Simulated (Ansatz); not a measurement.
# Hg: which structure wins at one pressure

Aim: bring Hg in several structures (bcc, hcp, omega, sc, diamond) to one pressure and rank them by enthalpy. The pressure is set by scaling the first phase. Methods of the runs shown: PAW.

Method: DFT, LDA, PAW with Ansatz's default frozen-core files, scalar-relativistic, in Ansatz 0.2.0.

### Step 1. The starting structure

The structure is cubic, space group Im-3m (No. 229). The conventional cell has a = 3.567 Å, b = 3.567 Å, c = 3.567 Å, α = 90.00°, β = 90.00°, γ = 90.00°. Hg (site symmetry m-3m) has 8 Hg at 3.09 Å in its first shell of neighbours.

As a file:

```
Hg
1.0
    -1.78346    1.78346    1.78346
     1.78346   -1.78346    1.78346
     1.78346    1.78346   -1.78346
Hg
1
Direct
  0.00000 0.00000 0.00000
```

### Step 2. Cell relaxed at zero pressure, PAW

input.yaml reads:

```yaml
crystal:
  lattice:
    - [-1.7834648247, 1.7834648247, 1.7834648247]
    - [1.7834648247, -1.7834648247, 1.7834648247]
    - [1.7834648247, 1.7834648247, -1.7834648247]
  atoms:
    - { symbol: Hg, position: [0.0, 0.0, 0.0] }
kpoints:
  mp_grid: { grid: [16, 16, 16] }
scf:
  occupations: { method: fermi_dirac, width: 0.1 }
hamiltonian:
  xc: lda
  pseudopotentials: { kind: paw }
output:
  forces: true
  stress: true
relax:
  f_tol: 0.005
  max_steps: 40
  cell: {}
```

Command:

```bash
> ansatz run input.yaml --threads 1 --pin off --max-ram 3584MiB --backend cpu --events-out ev --progress --plain --runs-dir out
```

The runs that follow: Volume scaled by 0.882, to set the pressure, PAW; Bcc relaxed under pressure, PAW; Hcp relaxed under pressure, PAW; Omega relaxed under pressure, PAW; Sc relaxed under pressure, PAW; Diamond relaxed under pressure, PAW.

What does the calculation give? Wanted: pressure; lowest.

**Answer**, as computed:

| quantity | value |
| --- | --- |
| pressure | 9.5 GPa |
| lowest (PAW) | hcp, 15.0 meV/atom under bcc |

By PAW the order is hcp < bcc < omega < sc < diamond. Only these structures were tried, with electrons smeared by 0.1 eV and without vibrations, so the true ground state may be another. The k meshes differ between phases and weren't tested, which can move differences by some meV. Spin-orbit coupling is left out, though the cell holds Hg; in elements this heavy it can shift bands and gaps by tenths of an eV.
